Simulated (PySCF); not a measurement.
# C5H3FO: the cost of one run

Computed with PySCF 2.14.0, with density-fitted response routines of our own, on a single molecule in the gas phase. Atoms count from 0, in the outputs and in this text.

### Step 1. The starting structure

10 atoms, charge 0, multiplicity 1; geometry from: GFN2-xTB.

Bonds of the start (Å): O0–C1 1.21, C1–C2 1.44, C2–C3 1.33, C3–C4 1.44, C4–C5 1.31, C5–F6 1.36, C4–C2 1.47, C1–H7 1.10, C3–H8 1.06, C5–H9 1.08.

### Step 2. TDDFT and polarisability: CAM-B3LYP/def2-SVPD

What the job is given:

```
{"job": {"kind": "uv", "xc": "CAM-B3LYP", "basis": "def2-SVPD", "nstates": 8, "ntriplets": 3}, "charge": 0, "multiplicity": 1}
O     -3.012397     0.293689     0.137441
C     -1.974889    -0.322616     0.139585
C     -0.674642     0.290231     0.252041
C      0.084583     1.380619     0.376134
C      0.780522     0.124584     0.308596
C      1.873466    -0.597382     0.302252
F      1.821013    -1.947671     0.190959
H     -1.943928    -1.423442     0.053557
H      0.171293     2.437106     0.465371
H      2.883861    -0.230464     0.380300
```

Level: TDDFT CAM-B3LYP/def2-SVPD, vertical, gas phase, core orbitals frozen in the response.

On the command line:

```console
$ OMP_NUM_THREADS=1 python probes_run.py task.json out
```

The driver reads the jobs from task.json and runs them one after another.

**Question.** How long does this job take on 1 thread of Arm Neoverse V2, shared host, and how much memory does it need?

About 21 s, with a peak of 0.73 GiB.
